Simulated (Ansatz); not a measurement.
# FGeH3OSi: basis-set convergence

The task here is to estimate one member of a computed series from the others.

Method: one geometry, several basis sets; program: Ansatz 0.2.0, Gaussian basis.

Plan: PBE0-D4/def2-SVP; ωB97M-V/def2-SVP; PBE0-D4/def2-QZVPP; ωB97M-V/def2-QZVPP; the functionals' def2-TZVPP values are taken from earlier runs.

## The relaxed structure

The geometry comes from an earlier relaxation with PBE0-D4 in a triple-zeta def2 set; it is a stationary point, not always the lowest conformer.

SMILES `[F][GeH]1[O][SiH2]1`, 7 atoms, charge 0, spin multiplicity 1.

Atoms are counted from 1 here; the program's logs count them from 0.

Bond lengths: F1–Ge2 1.737 Å, Ge2–O3 1.871 Å, Ge2–Si4 2.260 Å, Ge2–H5 1.533 Å, O3–Si4 1.651 Å, Si4–H6 1.482 Å, Si4–H7 1.483 Å. Angles: F1–Ge2–O3 107.3°, F1–Ge2–Si4 118.6°, F1–Ge2–H5 104.7°, O3–Ge2–Si4 45.9°, O3–Ge2–H5 109.8°, Si4–Ge2–H5 134.4°, Ge2–O3–Si4 79.6°, Ge2–Si4–O3 54.5°, Ge2–Si4–H6 121.0°, Ge2–Si4–H7 123.3°, O3–Si4–H6 117.8°, O3–Si4–H7 117.6°, H6–Si4–H7 111.2°.

The first run:

File in.yaml:

```yaml
crystal:
  periodic: [false, false, false]
  atoms:
    - {symbol: F, position_ang: [-1.022720, -1.989825, 0.937641]}
    - {symbol: Ge, position_ang: [-0.147701, -1.090872, -0.264188]}
    - {symbol: O, position_ang: [-0.946541, 0.596624, -0.388060]}
    - {symbol: Si, position_ang: [0.527304, 1.008044, 0.232367]}
    - {symbol: H, position_ang: [-0.368544, -1.867005, -1.567546]}
    - {symbol: H, position_ang: [0.579019, 1.480271, 1.635944]}
    - {symbol: H, position_ang: [1.440381, 1.794764, -0.631859]}
basis:
  gaussian: {orbitals: def2-SVP}
hamiltonian: {xc: pbe0, dispersion: d4}
output: {orbitals: {seedname: orbitals}}
```

On the command line:

```bash
ansatz run in.yaml --threads 2 --pin off --events-out ev --progress --plain --max-ram 4352MiB
```

Among the steps run: PBE0-D4 in def2-SVP; ωB97M-V in def2-SVP; PBE0-D4 in def2-QZVPP; ωB97M-V in def2-QZVPP.

One of the session's tables, all rows but one given; the rest of the session is left out.

It belongs to the step «Density functionals: the series». 

| functional | basis | HOMO (eV) | LUMO (eV) |
| --- | --- | --- | --- |
| PBE0-D4 | def2-SVP | -7.33 | -1.53 |
| PBE0-D4 | def2-TZVPP | -7.38 | -1.62 |
| PBE0-D4 | def2-QZVPP | -7.42 | -1.68 |
| ωB97M-V | def2-SVP | -9.36 | 0.38 |
| ωB97M-V | def2-TZVPP | -9.44 | 0.20 |
| ωB97M-V | def2-QZVPP | ? | ? |

Q: Estimate the row for ωB97M-V, def2-QZVPP from the others.

As computed: HOMO (eV): -9.48; LUMO (eV): 0.07. In the column «HOMO (eV)» it is the lowest.
